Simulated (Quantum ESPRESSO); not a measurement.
The system is ReS2.

```xyz
3
Lattice="0.0000 2.9720 2.9720 2.9720 0.0000 2.9720 2.9720 2.9720 0.0000" Properties=species:S:1:pos:R:3 pbc="T T T"
Re    0.0000    0.0000    0.0000
S     1.4860    1.4860    1.4860
S     4.4580    4.4580    4.4580
```

Measurements of this composition are mostly on another form, of space group No. 2.

Base run:

```yaml
Program: Quantum ESPRESSO 7.5
Functional: PBEsol
Potentials_or_basis: PseudoDojo 0.4.1 SR PBEsol standard
Cutoff: 980 eV
Density_cutoff: 3918 eV
k_mesh: 6 × 6 × 6
Occupations: gaussian, width 0.05 eV
Spin: no spin polarisation
Hubbard_terms: Re d U = 3 eV
```

Its results: band gap on the k mesh none (metal or under the smearing width); pressure -17.7 GPa.

**Question.** The run is repeated on the same cell with these changes: spin from no spin polarisation to collinear spin, ferromagnetic start; magnetic state asked for from nm to fm. What comes out?

**Answer.** Band gap on the k mesh none (metal or under the smearing width); pressure -16.0 GPa; net moment 0.86 μB per cell; site moments Re +0.58; S +0.03 μB.

Caveats: U without spin polarisation on a metal has little footing (some runs).
